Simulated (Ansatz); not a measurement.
Molecular dynamics of Li

Input file:

```yaml
accuracy: low
crystal:
  lattice:
    - [7.094447, 0.0, 0.0]
    - [0.0, 7.094447, 0.0]
    - [0.0, 0.0, 7.094447]
  atoms:
    - { symbol: Li, position: [0.0, 0.0, 0.0] }
    - { symbol: Li, position: [0.5, 0.0, 0.0] }
    - { symbol: Li, position: [0.0, 0.5, 0.0] }
    - { symbol: Li, position: [0.0, 0.0, 0.5] }
    - { symbol: Li, position: [0.25, 0.25, 0.25] }
    - { symbol: Li, position: [0.5, 0.5, 0.0] }
    - { symbol: Li, position: [0.5, 0.0, 0.5] }
    - { symbol: Li, position: [0.75, 0.25, 0.25] }
    - { symbol: Li, position: [0.0, 0.5, 0.5] }
    - { symbol: Li, position: [0.25, 0.75, 0.25] }
    - { symbol: Li, position: [0.25, 0.25, 0.75] }
    - { symbol: Li, position: [0.5, 0.5, 0.5] }
    - { symbol: Li, position: [0.75, 0.75, 0.25] }
    - { symbol: Li, position: [0.75, 0.25, 0.75] }
    - { symbol: Li, position: [0.25, 0.75, 0.75] }
    - { symbol: Li, position: [0.75, 0.75, 0.75] }
basis:
  ecutwfc: 420.0
kpoints:
  mp_grid: { grid: [2, 2, 2] }
hamiltonian:
  xc: pbe
scf:
  occupations: { method: fermi_dirac, width: 0.11 }
  lower_state_search: "off"
md:
  timestep: 1
  n_steps: 160
  ensemble: nvt_langevin
  temperature: 1300.0
  initial_velocities: maxwell_boltzmann
  seed: 831126
  friction: 0.02
```

Run as:

```bash
$ ansatz run input.yaml --threads 1 --pin off --max-ram 3072MiB --backend cpu --events-out ev --progress --plain --runs-dir out
```

It starts from a structure without forces on its atoms.

Output, in part (step lines):

```
md step     0: t =     0.00 fs  T =  1218.8 K  F+E_penalty+E_count = -3274.71161495 eV  E_kin = 2.520570 eV  (6 SCF iters)
md step     1: t =     1.00 fs  T =  1331.9 K  F+E_penalty+E_count = -3274.70751705 eV  E_kin = 2.754554 eV  (6 SCF iters)
md step     2: t =     2.00 fs  T =  1264.3 K  F+E_penalty+E_count = -3274.69531364 eV  E_kin = 2.614773 eV  (6 SCF iters)
md step     3: t =     3.00 fs  T =  1253.6 K  F+E_penalty+E_count = -3274.67564757 eV  E_kin = 2.592737 eV  (6 SCF iters)
md step     4: t =     4.00 fs  T =  1325.6 K  F+E_penalty+E_count = -3274.64738962 eV  E_kin = 2.741481 eV  (6 SCF iters)
md step     5: t =     5.00 fs  T =  1304.6 K  F+E_penalty+E_count = -3274.61005110 eV  E_kin = 2.698196 eV  (5 SCF iters)
md step     6: t =     6.00 fs  T =  1145.1 K  F+E_penalty+E_count = -3274.56630106 eV  E_kin = 2.368292 eV  (5 SCF iters)
md step     7: t =     7.00 fs  T =  1163.2 K  F+E_penalty+E_count = -3274.51751911 eV  E_kin = 2.405612 eV  (5 SCF iters)
[... lines left out ...]
md step   159: t =   159.00 fs  T =  1127.9 K  F+E_penalty+E_count = -3271.48613964 eV  E_kin = 2.332682 eV  (5 SCF iters)
md step   160: t =   160.00 fs  T =  1209.1 K  F+E_penalty+E_count = -3271.43688789 eV  E_kin = 2.500519 eV  (6 SCF iters)
```

The steps, from the saved trajectory:

```json
{"time (fs)": "0.0", "T (K)": "1219", "potential energy less start (eV)": "0.000"}
{"time (fs)": "5.0", "T (K)": "1305", "potential energy less start (eV)": "0.102"}
{"time (fs)": "10.0", "T (K)": "956", "potential energy less start (eV)": "0.369"}
{"time (fs)": "15.0", "T (K)": "684", "potential energy less start (eV)": "0.705"}
{"time (fs)": "20.0", "T (K)": "515", "potential energy less start (eV)": "1.012"}
{"time (fs)": "25.0", "T (K)": "708", "potential energy less start (eV)": "1.220"}
{"time (fs)": "30.0", "T (K)": "867", "potential energy less start (eV)": "1.323"}
{"time (fs)": "35.0", "T (K)": "865", "potential energy less start (eV)": "1.423"}
{"time (fs)": "40.0", "T (K)": "955", "potential energy less start (eV)": "1.512"}
{"time (fs)": "45.0", "T (K)": "928", "potential energy less start (eV)": "1.715"}
{"time (fs)": "50.0", "T (K)": "1056", "potential energy less start (eV)": "1.906"}
{"time (fs)": "55.0", "T (K)": "876", "potential energy less start (eV)": "2.143"}
{"time (fs)": "60.0", "T (K)": "1014", "potential energy less start (eV)": "2.205"}
{"time (fs)": "65.0", "T (K)": "1250", "potential energy less start (eV)": "2.125"}
{"time (fs)": "70.0", "T (K)": "1340", "potential energy less start (eV)": "2.056"}
{"time (fs)": "75.0", "T (K)": "1121", "potential energy less start (eV)": "2.206"}
{"time (fs)": "80.0", "T (K)": "1189", "potential energy less start (eV)": "2.435"}
{"time (fs)": "85.0", "T (K)": "1290", "potential energy less start (eV)": "2.636"}
{"time (fs)": "90.0", "T (K)": "1258", "potential energy less start (eV)": "2.719"}
{"time (fs)": "95.0", "T (K)": "1204", "potential energy less start (eV)": "2.689"}
{"time (fs)": "100.0", "T (K)": "1399", "potential energy less start (eV)": "2.641"}
{"time (fs)": "105.0", "T (K)": "1229", "potential energy less start (eV)": "2.685"}
{"time (fs)": "110.0", "T (K)": "1324", "potential energy less start (eV)": "2.684"}
{"time (fs)": "115.0", "T (K)": "1343", "potential energy less start (eV)": "2.640"}
{"time (fs)": "120.0", "T (K)": "1220", "potential energy less start (eV)": "2.638"}
{"time (fs)": "125.0", "T (K)": "1264", "potential energy less start (eV)": "2.629"}
{"time (fs)": "130.0", "T (K)": "1369", "potential energy less start (eV)": "2.540"}
{"time (fs)": "135.0", "T (K)": "1465", "potential energy less start (eV)": "2.487"}
{"time (fs)": "140.0", "T (K)": "1406", "potential energy less start (eV)": "2.536"}
{"time (fs)": "145.0", "T (K)": "1151", "potential energy less start (eV)": "2.620"}
{"time (fs)": "150.0", "T (K)": "1216", "potential energy less start (eV)": "2.717"}
{"time (fs)": "155.0", "T (K)": "1219", "potential energy less start (eV)": "2.968"}
{"time (fs)": "160.0", "T (K)": "1209", "potential energy less start (eV)": "3.275"}
```

All steps were run. A run of 0.16 ps of so small a system gives no equilibrium averages. Limits of this set-up: coarse k mesh, low accuracy level.

Mean squared displacements from the first frame to the last, about the centre of mass: Li 0.56 Å².

Last frame:

```xyz
16
Lattice="7.0944 0.0000 0.0000 0.0000 7.0944 0.0000 0.0000 0.0000 7.0944" Properties=species:S:1:pos:R:3
Li 0.294 0.755 -0.051
Li 4.520 1.231 -0.099
Li 0.522 4.632 -0.144
Li 0.188 -0.251 3.572
Li 1.918 2.290 1.329
Li 3.644 3.616 0.066
Li 3.400 0.770 2.547
Li 5.874 1.470 1.815
Li 0.396 3.519 3.004
Li 1.992 5.337 2.269
Li 2.092 1.974 4.785
Li 4.588 3.874 3.987
Li 4.985 6.144 1.499
Li 5.530 1.891 4.868
Li 2.695 4.942 5.506
Li 4.897 6.021 5.690
```

Time of the run: 7.8 min on 1 thread of Arm Neoverse V2, on a shared host, peak memory 0.5 GiB.
